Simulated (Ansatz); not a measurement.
# H4NOSb: the cost of one run

Program: Ansatz 0.2.0. Level of theory: RKS BLYP/def2-SVP. These are calculated values, not measurements.

### 1 The starting structure

Bond lengths: N1–Sb2 2.055 Å, Sb2–O3 2.007 Å, N1–H4 0.989 Å, N1–H5 1.101 Å, Sb2–H6 1.777 Å, O3–H7 1.044 Å. Angles: N1–Sb2–O3 89.3°, N1–Sb2–H6 91.6°, O3–Sb2–H6 92.5°, Sb2–N1–H4 108.8°, Sb2–N1–H5 107.0°, H4–N1–H5 105.0°, Sb2–O3–H7 104.9°.

As a file:

```xyz
7

N    -0.8905    0.3214   -0.9241
Sb   -0.1288    0.0505    0.9652
O     1.2036   -1.2499    0.2159
H    -1.4627   -0.4530   -1.1506
H    -1.5782    1.1797   -0.8743
H     0.9826    1.4229    0.7671
H     1.9353   -1.3396    0.9552
```

### 2 Relaxing end A

Input file input.yaml:

```yaml
crystal:
  periodic: [false, false, false]
  atoms:
    - { symbol: "N", position_ang: [-0.8905, 0.3214, -0.9241] }
    - { symbol: Sb, position_ang: [-0.1288, 0.0505, 0.9652] }
    - { symbol: O, position_ang: [1.2036, -1.2499, 0.2159] }
    - { symbol: H, position_ang: [-1.4627, -0.453, -1.1506] }
    - { symbol: H, position_ang: [-1.5782, 1.1797, -0.8743] }
    - { symbol: H, position_ang: [0.9826, 1.4229, 0.7671] }
    - { symbol: H, position_ang: [1.9353, -1.3396, 0.9552] }
basis:
  gaussian: { orbitals: def2-SVP }
hamiltonian:
  xc: blyp
relax:
  f_tol: 0.015
  max_steps: 40
```

Command:

```console
$ ansatz run input.yaml --threads 1 --pin off --max-ram 2048MiB --backend cpu --events-out ev --progress --plain --runs-dir out
```

Q: Estimate wall time and peak memory on 1 thread of Intel Xeon Platinum 8488C (Sapphire Rapids), shared host.

About 25 s, with a peak of 0.15 GiB.
